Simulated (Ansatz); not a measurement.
**SiTeH₃+: an energy map over two coordinates**

Program: Ansatz 0.2.0. Level of theory: RKS PBE-D4/def2-SVP. These are calculated values, not measurements.

## 1. The starting structure

SMILES `[SiH2+][TeH]`, 5 atoms, charge 1, spin multiplicity 1.

Atoms are counted from 1 here; the program's logs count them from 0.

Bond lengths: Si1–Te2 2.395 Å, Si1–H3 1.492 Å, Si1–H4 1.491 Å, Te2–H5 1.685 Å. Angles: Te2–Si1–H3 121.3°, Te2–Si1–H4 117.7°, H3–Si1–H4 121.0°, Si1–Te2–H5 88.8°.

Geometry (Å):

```xyz
5

Si   -0.21280   -0.70139    0.04948
Te    1.43078    1.03885   -0.02827
H    -1.67053   -0.39426   -0.03793
H     0.26933   -2.10581    0.18094
H     0.18321    2.16263   -0.16423
```

This geometry comes from a loose relaxation at PBE in a small basis, which is not shown.

## 3. The grid

The axes are (1) umbrella angle at Si1 (between each of its bonds and their common axis; 90 is planar): 15 values from 66.0 to 114.0 °; (2) change of the bonds Si1–Te2, Si1–H3, Si1–H4, all alike: 15 values from −0.197 to 0.305 Å.

Nothing else is relaxed (all other coordinates rigid). Energies count from the relaxed molecule at the same level. Points are written as (first, second).

(The set-up runs are not shown.)

## 4. The run at (90.0°, 0.018 Å)

File input.yaml:

```yaml
crystal:
  periodic: [false, false, false]
  atoms:
    - { symbol: Si, position_ang: [-0.211568, -0.702772, 0.047937] }
    - { symbol: Te, position_ang: [1.443362, 1.05332, -0.026389] }
    - { symbol: H, position_ang: [-1.687348, -0.389669, -0.036898] }
    - { symbol: H, position_ang: [0.273686, -2.126465, 0.182044] }
    - { symbol: H, position_ang: [0.194737, 2.178549, -0.167141] }
total_charge: 1
basis:
  gaussian: { orbitals: def2-SVP }
hamiltonian:
  xc: pbe
  dispersion: d4
output:
  forces: true
```

The run is started by

```sh
> ansatz run input.yaml --threads 1 --pin off --max-ram 2560MiB --backend cpu --events-out ev --progress --plain --runs-dir out
```

Q: Estimate wall time and peak memory on 1 thread of Intel Xeon Platinum 8259CL at 2.50GHz (Skylake/Cascade Lake), shared host.

About 2.3 s, with a peak of 0.1 GiB.
